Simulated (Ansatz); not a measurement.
**C10H11FOTi: one species, many methods**

An exercise on one series of results from a longer session: the logs are not shown, and one member is left open.

The runs use Ansatz 0.2.0, Gaussian basis; functionals in def2-TZVPP, the program's frozen cores in correlated methods.

Levels to be run: LDA (SPW92), PBE-D4, revPBE-D4, BLYP-D4, r2SCAN-D4, B97M-V, PBE0-D4, B3LYP-D4, r2SCANh-D4, r2SCAN0-D4, HSE06-D4, BHLYP-D4, CAM-B3LYP-D4, LC-ωPBE, ωB97X-V, ωB97M-V, B2PLYP, PBE-QIDH; CCSD(T)/def2-SVP; CCSD(T)/def2-TZVPP; MP2/def2-QZVPP; extrapolation to the limit; RPA on PBE.

### The relaxed structure

The geometry comes from an earlier relaxation with PBE0-D4 in a triple-zeta def2 set; it is a stationary point, not always the lowest conformer.

SMILES `[OH][Ti]12345678([F])([C@H]9[C@@H]1[C@@H]2[C@@H]3[C@H]94)[C@H]1[C@@H]5[C@@H]6[C@@H]7[C@H]18`, 24 atoms, charge 0, spin multiplicity 1.

Atoms are counted from 1 here; the program's logs count them from 0.

Bond lengths: O1–Ti2 1.866 Å, O1–H14 0.959 Å, Ti2–F3 1.830 Å, Ti2–C4 2.422 Å, Ti2–C5 2.416 Å, Ti2–C6 2.413 Å, Ti2–C7 2.399 Å, Ti2–C8 2.391 Å, Ti2–C9 2.390 Å, Ti2–C10 2.382 Å, Ti2–C11 2.418 Å, Ti2–C12 2.410 Å, Ti2–C13 2.395 Å, C4–C5 1.406 Å, C4–C8 1.405 Å, C4–H15 1.079 Å, C5–C6 1.411 Å, C5–H16 1.079 Å and more. Angles: Ti2–O1–H14 115.2°, O1–Ti2–F3 99.3°, O1–Ti2–C4 79.5°, O1–Ti2–C5 92.4°, O1–Ti2–C6 126.3°, O1–Ti2–C7 135.1°, O1–Ti2–C8 102.8°, O1–Ti2–C9 112.1°, O1–Ti2–C10 132.9°, O1–Ti2–C11 107.8°, O1–Ti2–C12 77.4°, O1–Ti2–C13 79.7°, F3–Ti2–C4 115.4°, F3–Ti2–C5 82.7°, F3–Ti2–C6 77.5°, F3–Ti2–C7 106.6°, F3–Ti2–C8 133.8°, F3–Ti2–C9 128.9° and more.

Set-up of the first run:

Input file in.yaml:

```yaml
crystal:
  periodic: [false, false, false]
  atoms:
    - {symbol: O, position_ang: [-1.131012, 0.069626, -1.903347]}
    - {symbol: Ti, position_ang: [-0.321166, 0.353131, -0.245952]}
    - {symbol: F, position_ang: [-1.030923, 1.991924, 0.154712]}
    - {symbol: C, position_ang: [-1.731941, -1.546641, 0.271788]}
    - {symbol: C, position_ang: [-2.264796, -0.437875, 0.951902]}
    - {symbol: C, position_ang: [-1.320759, -0.027034, 1.917200]}
    - {symbol: C, position_ang: [-0.202404, -0.863768, 1.817713]}
    - {symbol: C, position_ang: [-0.448557, -1.801787, 0.782540]}
    - {symbol: C, position_ang: [1.968388, -0.334048, -0.233167]}
    - {symbol: C, position_ang: [1.898342, 0.932116, 0.396870]}
    - {symbol: C, position_ang: [1.526549, 1.876612, -0.578242]}
    - {symbol: C, position_ang: [1.325450, 1.200858, -1.788508]}
    - {symbol: C, position_ang: [1.600381, -0.169504, -1.577075]}
    - {symbol: H, position_ang: [-2.067527, -0.135206, -1.871145]}
    - {symbol: H, position_ang: [-2.194469, -2.082807, -0.542842]}
    - {symbol: H, position_ang: [-3.206420, 0.048966, 0.747873]}
    - {symbol: H, position_ang: [-1.414121, 0.834823, 2.559218]}
    - {symbol: H, position_ang: [0.694202, -0.799361, 2.414309]}
    - {symbol: H, position_ang: [0.216401, -2.585869, 0.455755]}
    - {symbol: H, position_ang: [2.248164, -1.261728, 0.240429]}
    - {symbol: H, position_ang: [2.100123, 1.140703, 1.436675]}
    - {symbol: H, position_ang: [1.320956, 2.919414, -0.396363]}
    - {symbol: H, position_ang: [0.944275, 1.631327, -2.700510]}
    - {symbol: H, position_ang: [1.490843, -0.953863, -2.309805]}
basis:
  gaussian: {orbitals: def2-TZVPP}
hamiltonian: {xc: lda}
output: {orbitals: {seedname: orbitals}}
```

Command:

```sh
ansatz run in.yaml --threads 11 --pin off --events-out ev --progress --plain --max-ram 110592MiB --backend cuda --devices 0, --max-vram 75GiB
```

Steps of the session up to this table: LDA; PBE-D4 (GGA); revPBE-D4 (GGA); BLYP-D4 (GGA); r2SCAN-D4 (meta-GGA); B97M-V (meta-GGA); B3LYP-D4 (hybrid); r2SCANh-D4 (hybrid); r2SCAN0-D4 (hybrid); HSE06-D4 (hybrid); BHLYP-D4 (hybrid); CAM-B3LYP-D4 (range-separated); LC-ωPBE (range-separated); ωB97X-V (range-separated); ωB97M-V (range-separated); B2PLYP (double hybrid); PBE-QIDH (double hybrid).

One table of the session follows, with a row left open; its other results are not shown here.

It belongs to the step «Orbital energies across the functionals». 

```
  functional  HOMO (eV)  gap (eV)
 LDA (SPW92)      -5.77      3.18
      PBE-D4      -5.56      3.25
   revPBE-D4      -5.48      3.27
     BLYP-D4      -5.40      3.18
   r2SCAN-D4      -5.73      3.51
      B97M-V      -5.77      3.57
     PBE0-D4      -6.57      5.29
    B3LYP-D4      -6.37      4.81
  r2SCANh-D4      -6.12      4.29
  r2SCAN0-D4      -6.69      5.47
    HSE06-D4          ?         ?
    BHLYP-D4      -7.40      7.30
CAM-B3LYP-D4      -7.77      7.58
     LC-ωPBE      -9.01      9.92
     ωB97X-V      -8.69      9.59
     ωB97M-V      -8.62      9.48
```

**Question.** Estimate the row for HSE06-D4.

As computed: HOMO (eV): -6.18; gap (eV): 4.52. In the column «HOMO (eV)» it lies between B3LYP-D4 (-6.37) and r2SCANh-D4 (-6.12).
